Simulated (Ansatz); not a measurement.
# CoSi2: the cost of one run

Computed with Ansatz 0.2.0 (DFT PBE+D3(BJ), scalar-relativistic, plane waves, PAW, unless a step's input says otherwise).

1 further run of the same task is left out (set aside as unsound or not needed).

### 1 Starting point

The structure is cubic, space group Fm-3m (No. 225). The conventional cell has a = 5.365 Å, b = 5.365 Å, c = 5.365 Å, α = 90.00°, β = 90.00°, γ = 90.00°. Around Co (site symmetry m-3m) lie 8 Si at 2.32 Å. Si (site symmetry -43m) is surrounded by 4 Co at 2.32 Å.

Structure file:

```xyz
3
Lattice="0.0000 2.6825 2.6825 2.6825 0.0000 2.6825 2.6825 2.6825 0.0000" Properties=species:S:1:pos:R:3 pbc="T T T"
Co    0.0000    0.0000    0.0000
Si    1.3413    1.3413    1.3413
Si    4.0237    4.0237    4.0237
```

The structure comes from the Crystallography Open Database.

(A quick probe on a coarse mesh, which set the mesh and smearing, is not shown.)

### 3 Relaxing cell and atoms

Contents of input.yaml:

```yaml
crystal:
  lattice:
    - [0.0, 2.6825, 2.6825]
    - [2.6825, 0.0, 2.6825]
    - [2.6825, 2.6825, 0.0]
  atoms:
    - { symbol: Co, position: [0.0, 0.0, 0.0] }
    - { symbol: Si, position: [0.25, 0.25, 0.25] }
    - { symbol: Si, position: [0.75, 0.75, 0.75] }
basis:
  ecutwfc: 420
kpoints:
  mp_grid: { grid: [14, 14, 14] }
hamiltonian:
  xc: pbe
  dispersion: d3bj
scf:
  occupations: { method: gaussian, width: 0.1 }
output:
  forces: true
  stress: true
  eigenvalues: true
relax:
  adjacent_minimum: "off"
  f_tol: 0.005
  max_steps: 80
  cell: { stress_tol: 0.05 }
```

The run is started by

```bash
> ansatz run input.yaml --threads 8 --pin off --max-ram 20480MiB --backend cpu --events-out ev --progress --plain --runs-dir out
```

Q: Estimate wall time and peak memory on 8 threads of AMD EPYC 9R45 (Zen 5), shared host.

About 1.4 s, with a peak of 0.49 GiB.
